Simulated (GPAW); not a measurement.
# HPbNO4 (P1) in GPAW: notebook

Aim: see how the results for HPbNO4 move with the level of theory and the settings. Levels: PBE, LDA, PBEsol. Tasks: band structure, density of states.

Program: GPAW 26.7.0. These are calculated values, not measurements. Logs are shortened: lines on timing, memory, paths and dates and some standing lists are left out, and cuts for length are marked. The log counts tension as positive stress, the text compression.

## Step 1: The structure

The typed cell holds 7 atoms: a = 4.204 Å, b = 4.339 Å, c = 6.729 Å, α = 71.95°, β = 72.29°, γ = 62.23°.

The cell was built by a generator and needn't be a form met in nature.

## Step 2: Band structure, PBE

Input file run.py:

```python
from ase import Atoms
from ase.dft.bandgap import bandgap
from ase.io import write
from ase.units import GPa
from ase.parallel import parprint
from gpaw import GPAW, PW

atoms = Atoms(['H', 'Pb', 'N', 'O', 'O', 'O', 'O'],
              cell=[[4.19923, 0.11117, 0.16817],
                    [1.916, 3.89132, 0.12568],
                    [1.76085, 1.25259, 6.37266]],
              scaled_positions=[[0.89145, 0.68202, 0.62796],
                                [0.14426, 0.92872, 0.88352],
                                [0.2567, 0.28861, 0.30171],
                                [0.83108, 0.65056, 0.78405],
                                [0.38694, 0.2238, 0.11295],
                                [0.31104, 0.03576, 0.45856],
                                [0.07726, 0.60633, 0.32275]],
              pbc=True)

calc = GPAW(mode=PW(800),
            xc='PBE',
            kpts={'size': (7, 7, 5), 'gamma': True},
            occupations={'name': 'fermi-dirac', 'width': 0.05},
            nbands=39,
            convergence={'density': 1e-05, 'energy': 1e-05},
            maxiter=150,
            txt='gpaw.txt')
atoms.calc = calc
energy = atoms.get_potential_energy()
forces = atoms.get_forces()
stress = atoms.get_stress()
calc.write('gs.gpw')
write('result.traj', atoms)
parprint(f'Energy: {energy:.6f} eV')
parprint('Forces (eV/A):')
parprint(forces.round(4))
parprint('Stress (GPa):', (stress / GPa).round(3))
parprint('Fermi level:', round(calc.get_fermi_level(), 4), 'eV')
parprint(f'Gap: {bandgap(calc)[0]:.4f} eV, direct: {bandgap(calc, direct=True)[0]:.4f} eV')

path = atoms.cell.bandpath('XGY,LGZ,NGM,RG', npoints=80, eps=1e-4)
bs_calc = calc.fixed_density(kpts=path, symmetry='off', nbands=60,
                             convergence={'bands': 'CBM+6.0', 'eigenstates': 1e-6}, txt='bands.txt')
bs = bs_calc.band_structure()
bs.write('bs.json')
parprint(f'Gap on the path: {bandgap(bs_calc)[0]:.4f} eV')
```

Potentials or basis: GPAW PAW data sets (gpaw-data 1.2.1), pw.

Launch:

```sh
$ OMP_NUM_THREADS=1 mpirun -n 8 gpaw python run.py
```

gpaw.txt:

```text
__  _  _
 | _ |_)|_||  |
 |__||  | ||/\| - 26.7.0

Input parameters:
  mode=PW(ecut=800.0),
  convergence={'density': 1e-05, 'energy': 1e-05},
  kpts=MonkhorstPack(size=(7, 7, 5), gamma=True),
  maxiter=150,
  nbands=39,
  occupations=Occupations(name='fermi-dirac', width=0.05),
  xc=XC(name='PBE')

Diagonalizing LCAO Hamiltonian
Converting LCAO to pw mode

              Pb
                   O
                   H

        O
        O

        O

Atoms  # Å, Bohr magnetons
|   | symbol |        x |        y |        z |    initial magnetic moments |
|---|--------|----------|----------|----------|-----------------------------|
| 0 |      H | 6.155897 | 3.539637 | 4.237407 | ( 0.0000,  0.0000,  0.0000) |
| 1 |     Pb | 3.940955 | 4.736672 | 5.771354 | ( 0.0000,  0.0000,  0.0000) |
| 2 |      N | 2.162185 | 1.529530 | 2.002137 | ( 0.0000,  0.0000,  0.0000) |
| 3 |      O | 6.116963 | 3.606021 | 5.218009 | ( 0.0000,  0.0000,  0.0000) |
| 4 |      O | 2.252539 | 1.055374 | 0.812991 | ( 0.0000,  0.0000,  0.0000) |
| 5 |      O | 2.182100 | 0.748120 | 2.979049 | ( 0.0000,  0.0000,  0.0000) |
| 6 |      O | 2.054475 | 2.772286 | 2.145972 | ( 0.0000,  0.0000,  0.0000) |

Unit cell  # Å
| periodic |        x |        y |        z |  lengths |    angles |
|----------|----------|----------|----------|----------|-----------|
|      yes | 4.199230 | 0.111170 | 0.168170 | 4.204066 | 71.946597 |
|      yes | 1.916000 | 3.891320 | 0.125680 | 4.339265 | 72.291015 |
|      yes | 1.760850 | 1.252590 | 6.372660 | 6.729069 | 62.230627 |

Number of symmetries: 1
Symmetry operations  # r_c * U_cc + t_c -> r_c
|   | kind |            matrix            |
|---|------|------------------------------|
| 0 |  E   |  1, 0, 0,  0, 1, 0,  0, 0, 1 |

BZ-sampling:
  Number of BZ points: 245
  Number of IBZ points: 123

  Monkhorst-Pack size: [7, 7, 5]
  Monkhorst-Pack shift: [0, 0, 0]

K-points  # in reciprocal-cell coordinates
|     |                                coordinates |     weight |
|-----|--------------------------------------------|------------|
|   0 | (  0.00000000,   0.00000000,   0.00000000) | 0.00408163 |
|   1 | (  0.00000000,   0.00000000,   0.20000000) | 0.00816327 |
|   2 | (  0.00000000,   0.00000000,   0.40000000) | 0.00816327 |
|   3 | (  0.00000000,   0.14285714,  -0.40000000) | 0.00816327 |
|   4 | (  0.00000000,   0.14285714,  -0.20000000) | 0.00816327 |
|   5 | (  0.00000000,   0.14285714,   0.00000000) | 0.00816327 |
|   6 | (  0.00000000,   0.14285714,   0.20000000) | 0.00816327 |
|   7 | (  0.00000000,   0.14285714,   0.40000000) | 0.00816327 |
|   8 | (  0.00000000,   0.28571429,  -0.40000000) | 0.00816327 |
|   9 | (  0.00000000,   0.28571429,  -0.20000000) | 0.00816327 |
| ... |                                            |            |
| 122 | (  0.42857143,   0.42857143,   0.40000000) | 0.00816327 |

Plane wave coefficients: 5234
Cutoff: 800.0 eV

Spin-components: 1 (collinear spins)
Bands:           39
Projectors:      34
Spin-degeneracy: 2
Datatype:        complex128

Parallelization:
  kpt:    8
  domain: 1
  band:   1

Density:
  Valence electrons: 44.0
  Components: 1
  Grid points: [28 30 45]
  Charge: 0.0  # |e|

Potential:
  Grid points: [28 30 45]

species:
  H:
    name:    Hydrogen
    Z:       1.0
    valence: 1
    core:    0
    charge:  0.0  # [|e|]
    compensation charges:
      type: gauss
      rc: 0.15  # [Å]
      lmax: 2
    cutoffs:
      filter: 0.85  # [Å]
      core: 0.53  # [Å]
    projectors
    | kind |    occ | energy [eV] | rcut [Å] |
    |------|--------|-------------|----------|
    |   1s |  1.000 |      -6.494 |    0.476 |
    |    s |        |      20.717 |    0.476 |
    |    p |        |       0.000 |    0.476 |

    Using partial waves for H as LCAO basis

  Pb:
    name:    Lead
    Z:       82.0
    valence: 14
    core:    68
    charge:  0.0  # [|e|]
    compensation charges:
      type: gauss
      rc: 0.38  # [Å]
      lmax: 2
    cutoffs:
      filter: 2.36  # [Å]
      core: 2.43  # [Å]
    projectors
    | kind |    occ | energy [eV] | rcut [Å] |
    |------|--------|-------------|----------|
    |   6s |  2.000 |     -11.969 |    1.259 |
    |   6p |  2.000 |      -3.506 |    1.275 |
    |   5d | 10.000 |     -21.211 |    1.217 |
    |    s |        |      15.243 |    1.259 |
    |    p |        |      23.705 |    1.275 |
    |    d |        |       6.001 |    1.217 |

    Using partial waves for Pb as LCAO basis

  N:
    name:    Nitrogen
    Z:       7.0
    valence: 5
    core:    2
    charge:  0.0  # [|e|]
    compensation charges:
      type: gauss
      rc: 0.18  # [Å]
      lmax: 2
    cutoffs:
      filter: 1.11  # [Å]
      core: 0.96  # [Å]
    projectors
    | kind |    occ | energy [eV] | rcut [Å] |
    |------|--------|-------------|----------|
    |   2s |  2.000 |     -18.583 |    0.603 |
    |   2p |  3.000 |      -7.089 |    0.529 |
    |    s |        |       8.629 |    0.603 |
    |    p |        |      20.123 |    0.529 |
    |    d |        |       0.000 |    0.577 |

    Using partial waves for N as LCAO basis

  O:
    name:    Oxygen
    Z:       8.0
    valence: 6
    core:    2
    charge:  0.0  # [|e|]
    compensation charges:
      type: gauss
      rc: 0.21  # [Å]
      lmax: 2
    cutoffs:
      filter: 1.17  # [Å]
      core: 0.83  # [Å]
    projectors
    | kind |    occ | energy [eV] | rcut [Å] |
    |------|--------|-------------|----------|
    |   2s |  2.000 |     -23.961 |    0.688 |
    |   2p |  4.000 |      -9.029 |    0.598 |
    |    s |        |       3.251 |    0.688 |
    |    p |        |      18.182 |    0.598 |
    |    d |        |       0.000 |    0.619 |

    Using partial waves for O as LCAO basis

Reference energy: -576932.084235  # eV

eigensolver:
  PPCG
  Converge bands: occupied
  niter=2

density mixing:
  MSR1-Mixer
  Pratt-step length: 0.05
  Maximum mixing coefficient: 0.75
  Old densities: 10
  SVD Regularization: 0.005
  Good broyden scale: 1.0
  Trust region scale: 1.0
  Backstep threshold: 4.0
  History deletion threshold: 6.0
  Fourier metric: weight=20.0, sigma=0.015

occupation numbers:
  Fermi-Dirac:
    width: 0.0500  # eV

poisson solver:
  ecut: 6400.0  # eV

xc functional:
  name: PBE with 2 nearest neighbor stencil

convergence criteria:
- Maximum integral of absolute [dens]ity change: 1e-05 electrons / valence electron
- Maximum [total energy] change in last 3 cyles: 1e-05 eV / valence electron
- Maximum integral of absolute [eigenst]ate change: 4e-08 eV^2 / valence electron
maximum number of iterations: 150

SCF iterations
|iter     | |      energy | eigst |  dens |
|---------|-|-------------|-------|-------|
|iter:   1| |  -46.143952 | +0.72 |       |
|iter:   2| |  -45.106480 | -0.99 | -0.90 |
|iter:   3| |  -41.819574 | -0.79 | -0.95 |
|iter:   4| |  -41.786375 | -2.34 | -1.47 |
|iter:   5| |  -41.781657 | -2.81 | -1.74 |
|iter:   6| |  -41.776150 | -3.37 | -2.05 |
|iter:   7| |  -41.775424 | -4.27 | -2.63 |
|iter:   8| |  -41.775499 | -5.24 | -2.92 |
|iter:   9| |  -41.775503c| -6.07 | -3.55 |
|iter:  10| |  -41.775500c| -6.73 | -3.94 |
|iter:  11| |  -41.775501c| -7.66c| -4.23 |
|iter:  12| |  -41.775501c| -7.98c| -4.92 |
|iter:  13| |  -41.775501c| -8.60c| -5.41c|

Converged in 13 steps
Energy contributions relative to reference atoms: (reference = -576932.084235)

Energy contributions:
  Kinetic:          53.648444
  Coulomb:         -55.780360
  Zero:              0.903187
  External:          0.000000
  Xc:              -40.546772
  Entropy:          -0.000000
  Spinorbit:         0.000000
  ----------------------------
  Free energy:     -41.775501
  Extrapolated:    -41.775501

dipole moment: (-9.372299, 3.542410, 6.147903)  # |e|*Ang

Fermi level: 2.842
Eigenvalues  # (at kpt = [0.000, 0.000, 0.000])
| band index |      eig [eV] | occ [0-2] |
|------------|---------------|-----------|
|          0 |       -24.266 |     2.000 |
|        ... |               |           |
|         14 |        -1.969 |     2.000 |
|         15 |        -0.936 |     2.000 |
|         16 |        -0.696 |     2.000 |
|         17 |        -0.469 |     2.000 |
|         18 |        -0.456 |     2.000 |
|         19 |         0.012 |     2.000 |
[... 8 lines left out ...]
|         28 |        12.017 |     0.000 |
|         29 |        13.147 |     0.000 |
|        ... |               |           |
|         38 |        17.636 |     0.000 |

Gap: 2.806 eV
Transition (v -> c):
  (s=0, k=58, n=21, [0.29, -0.29, -0.40]) -> (s=0, k=53, n=22, [0.29, -0.43, -0.40])
Direct/indirect transitions are different
Direct gap: 2.831 eV
Transition at: (s=0, k=53, n=21, [0.29, -0.43, -0.40])

Forces  # eV/Ang
|        x |        y |        z |
|----------|----------|----------|
|  0.00319 | -0.00376 | -0.07885 |  # H    0
| -0.00209 | -0.01844 | -0.01295 |  # Pb   1
| -0.00172 |  0.00549 | -0.01811 |  # N    2
| -0.00087 |  0.02046 |  0.09185 |  # O    3
|  0.00074 |  0.00167 |  0.00113 |  # O    4
|  0.00102 | -0.01299 |  0.01873 |  # O    5
| -0.00041 |  0.00763 | -0.00211 |  # O    6

Stress tensor  # eV/Ang^3
|         x |         y |        z |
|-----------|-----------|----------|
|  0.002285 | -0.000146 | 0.000000 |
| -0.000146 |  0.001793 | 0.000034 |
|  0.000000 |  0.000034 | 0.001014 |

# Writing to gs.gpw (mode='')
```

Run time: 64 s. Hardware: 8 MPI ranks of Intel Xeon 6975P-C (Granite Rapids), shared host; peak memory 0.43 GiB.

What came out:

* Free energy: -41.7755 eV
* Pressure: -0.3 GPa
* Largest force: 0.094 eV/Å
* Band gap on the k mesh: 2.81 eV, indirect (least direct gap 2.83 eV)
* Band gap along the path: 3.05 eV, direct

Forces in eV/Å, atoms in the order of the input:
```
H    0.003 -0.004 -0.079
Pb  -0.002 -0.018 -0.013
N   -0.002  0.005 -0.018
O   -0.001  0.020  0.092
O    0.001  0.002  0.001
O    0.001 -0.013  0.019
O    0.000  0.008 -0.002
```

Stress tensor (GPa, compression positive):
```
-0.37  0.02  0.00
 0.02 -0.29 -0.01
 0.00 -0.01 -0.16
```

Levels at the corners of the path, in eV from the valence-band top:
| point | band 18 | band 19 | band 20 | band 21 | band 22 | band 23 | band 24 | band 25 | band 26 | band 27 |
| --- | --- | --- | --- | --- | --- | --- | --- | --- | --- | --- |
| X | -1.94 | -1.48 | -1.43 | -1.22 | -0.83 | 3.56 | 3.85 | 5.52 | 6.34 | 7.68 |
| Γ | -1.98 | -1.97 | -1.50 | -1.30 | -0.64 | 3.66 | 4.38 | 5.52 | 6.27 | 6.40 |
| Y | -2.23 | -1.84 | -1.41 | -0.60 | -0.14 | 3.19 | 4.59 | 5.53 | 6.59 | 8.38 |
| L | -1.94 | -1.86 | -1.56 | -0.49 | -0.18 | 3.34 | 4.15 | 5.38 | 6.58 | 8.39 |
| Γ | -1.98 | -1.97 | -1.50 | -1.30 | -0.64 | 3.66 | 4.38 | 5.52 | 6.27 | 6.40 |
| Z | -2.23 | -1.47 | -1.34 | -0.57 | 0.00 | 3.05 | 4.11 | 5.23 | 7.06 | 7.91 |
| N | -2.16 | -1.83 | -1.38 | -0.35 | -0.12 | 3.07 | 3.92 | 5.61 | 7.10 | 7.14 |
| Γ | -1.98 | -1.97 | -1.50 | -1.30 | -0.64 | 3.66 | 4.38 | 5.52 | 6.27 | 6.40 |
| M | -1.95 | -1.76 | -1.59 | -0.53 | -0.22 | 3.30 | 4.17 | 5.48 | 6.47 | 8.40 |
| R | -2.18 | -1.77 | -1.48 | -0.67 | -0.16 | 3.12 | 4.66 | 5.61 | 6.48 | 8.38 |
| Γ | -1.98 | -1.97 | -1.50 | -1.30 | -0.64 | 3.66 | 4.38 | 5.52 | 6.27 | 6.40 |

Caveat: spin-orbit coupling is left out, which as a rule narrows the gap of such compounds by several tenths of an eV. A hybrid or GW would open this gap; PBE tends to underestimate it.

## Step 3: Band structure, PBE, spin-orbit coupling, no magnetisation

Changes to run.py since step 2:

```diff
@@ -1 +1,2 @@
+import numpy as np
 from ase import Atoms
@@ -6,2 +7,3 @@
 from gpaw import GPAW, PW
+from gpaw.spinorbit import soc_eigenstates
 
@@ -47 +49,7 @@
 parprint(f'Gap on the path: {bandgap(bs_calc)[0]:.4f} eV')
+
+soc = soc_eigenstates(bs_calc, theta=90, phi=45)
+np.savetxt('soc_bands.dat', soc.eigenvalues(), fmt='%.4f')
+mesh = soc_eigenstates('gs.gpw', theta=90, phi=45)
+np.savetxt('soc_mesh.dat', mesh.eigenvalues(), fmt='%.4f')
+parprint('Fermi level with spin-orbit coupling:', round(mesh.fermi_level, 4), 'eV')
```

Potentials or basis: GPAW PAW data sets (gpaw-data 1.2.1), pw.

Launch:

```sh
$ OMP_NUM_THREADS=1 mpirun -n 8 gpaw python run.py
```

Run time: 66 s. Hardware: 8 MPI ranks of Intel Xeon 6975P-C (Granite Rapids), shared host; peak memory 0.44 GiB.

It converged, with:

| Item | Value |
| --- | --- |
| Free energy | -41.7755 eV |
| Pressure | -0.3 GPa |
| Largest force | 0.094 eV/Å |
| Band gap on the k mesh | 2.53 eV, indirect (least direct gap 2.56 eV) |
| Band gap along the path | 3.00 eV, direct |

Forces in eV/Å, atoms in the order of the input:
```
H    0.003 -0.004 -0.079
Pb  -0.002 -0.018 -0.013
N   -0.002  0.005 -0.018
O   -0.001  0.020  0.092
O    0.001  0.002  0.001
O    0.001 -0.013  0.019
O    0.000  0.008 -0.002
```

Stress tensor (GPa, compression positive):
```
-0.37  0.02  0.00
 0.02 -0.29 -0.01
 0.00 -0.01 -0.16
```

Levels at the corners of the path, in eV from the valence-band top:
```
point  band 40  band 41  band 42  band 43  band 44  band 45  band 46  band 47  band 48  band 49
    X    -1.43    -1.22    -1.22    -0.82    -0.82     3.17     3.17     3.65     3.65     5.28
    Γ    -1.52    -1.29    -1.29    -0.64    -0.64     3.46     3.46     3.69     3.69     5.60
    Y    -1.42    -0.60    -0.60    -0.15    -0.15     3.11     3.11     3.95     3.95     5.64
    L    -1.57    -0.48    -0.48    -0.19    -0.19     3.25     3.25     3.61     3.62     5.45
    Γ    -1.52    -1.29    -1.29    -0.64    -0.64     3.46     3.46     3.69     3.69     5.60
    Z    -1.34    -0.56    -0.56     0.00     0.00     3.00     3.00     3.52     3.53     5.35
    N    -1.37    -0.34    -0.34    -0.11    -0.11     3.00     3.00     3.45     3.45     5.61
    Γ    -1.52    -1.29    -1.29    -0.64    -0.64     3.46     3.47     3.69     3.69     5.60
    M    -1.60    -0.53    -0.53    -0.23    -0.23     3.23     3.23     3.63     3.63     5.52
    R    -1.49    -0.66    -0.66    -0.17    -0.16     3.05     3.05     4.00     4.00     5.71
    Γ    -1.52    -1.29    -1.29    -0.64    -0.64     3.46     3.46     3.69     3.69     5.60
```

Caveat: spin-orbit coupling was added after a scalar SCF, so levels and gaps hold it while energy, forces, pressure and moments don't; this program's spin-orbit splittings come out too wide for heavy elements. Expect the measured gap to be larger: semilocal functionals such as PBE lack the derivative discontinuity.

## Step 4: Band structure, LDA

Changes to run.py since step 3:

```diff
@@ -1,2 +1 @@
-import numpy as np
 from ase import Atoms
@@ -7,3 +6,2 @@
 from gpaw import GPAW, PW
-from gpaw.spinorbit import soc_eigenstates
 
@@ -23,4 +21,4 @@
 calc = GPAW(mode=PW(800),
-            xc='PBE',
-            kpts={'size': (7, 7, 5), 'gamma': True},
+            xc='LDA',
+            kpts={'size': (5, 5, 3), 'gamma': True},
             occupations={'name': 'fermi-dirac', 'width': 0.05},
@@ -43,3 +41,3 @@
 
-path = atoms.cell.bandpath('XGY,LGZ,NGM,RG', npoints=80, eps=1e-4)
+path = atoms.cell.bandpath('XGY,LGZ,NGM,RG', npoints=60, eps=1e-4)
 bs_calc = calc.fixed_density(kpts=path, symmetry='off', nbands=60,
@@ -49,7 +47 @@
 parprint(f'Gap on the path: {bandgap(bs_calc)[0]:.4f} eV')
-
-soc = soc_eigenstates(bs_calc, theta=90, phi=45)
-np.savetxt('soc_bands.dat', soc.eigenvalues(), fmt='%.4f')
-mesh = soc_eigenstates('gs.gpw', theta=90, phi=45)
-np.savetxt('soc_mesh.dat', mesh.eigenvalues(), fmt='%.4f')
-parprint('Fermi level with spin-orbit coupling:', round(mesh.fermi_level, 4), 'eV')
```

Potentials or basis: the program's PAW data sets (release 1.2.1) made for this functional, pw.

Launch:

```sh
$ OMP_NUM_THREADS=1 mpirun -n 8 gpaw python run.py
```

It took 46 s on 8 MPI ranks of Intel Xeon Platinum 8488C (Sapphire Rapids), shared host; peak memory 0.35 GiB.

Results (log left out):

```
Free energy             : -46.1440 eV
Pressure                : -6.2 GPa
Largest force           : 0.742 eV/Å
Band gap on the k mesh  : 2.78 eV, indirect (least direct gap 2.79 eV)
Band gap along the path : 2.97 eV, direct
```

Forces in eV/Å, atoms in the order of the input:
```
H    0.017 -0.045 -0.452
Pb  -0.004 -0.141 -0.059
N   -0.003  0.003 -0.038
O   -0.006  0.111  0.510
O   -0.059  0.321  0.641
O   -0.019  0.482 -0.503
O    0.074 -0.731 -0.099
```

Stress tensor (GPa, compression positive):
```
-4.59  0.25  0.10
 0.25 -7.14  0.04
 0.10  0.04 -6.75
```

Levels at the corners of the path, in eV from the valence-band top:
| point | band 19 | band 20 | band 21 | band 22 | band 23 | band 24 | band 25 | band 26 |
| --- | --- | --- | --- | --- | --- | --- | --- | --- |
| X | -1.49 | -1.44 | -1.23 | -0.82 | 3.50 | 3.65 | 5.36 | 6.19 |
| Γ | -1.98 | -1.51 | -1.31 | -0.63 | 3.61 | 4.19 | 5.35 | 6.12 |
| Y | -1.87 | -1.42 | -0.60 | -0.15 | 3.12 | 4.46 | 5.38 | 6.45 |
| L | -1.88 | -1.58 | -0.46 | -0.20 | 3.27 | 4.00 | 5.22 | 6.45 |
| Γ | -1.98 | -1.51 | -1.31 | -0.63 | 3.61 | 4.19 | 5.35 | 6.12 |
| Z | -1.47 | -1.34 | -0.56 | 0.00 | 2.97 | 3.95 | 5.07 | 6.94 |
| N | -1.86 | -1.38 | -0.33 | -0.12 | 3.00 | 3.77 | 5.45 | 6.75 |
| Γ | -1.98 | -1.51 | -1.31 | -0.63 | 3.61 | 4.19 | 5.35 | 6.12 |
| M | -1.77 | -1.61 | -0.51 | -0.24 | 3.23 | 4.03 | 5.33 | 6.34 |
| R | -1.79 | -1.49 | -0.67 | -0.17 | 3.04 | 4.53 | 5.47 | 6.34 |
| Γ | -1.98 | -1.51 | -1.31 | -0.63 | 3.61 | 4.19 | 5.35 | 6.12 |

Caveat: spin-orbit coupling is left out, which as a rule narrows the gap of such compounds by several tenths of an eV. A hybrid or GW would open this gap; LDA tends to underestimate it.

[end of part 1 of 2]
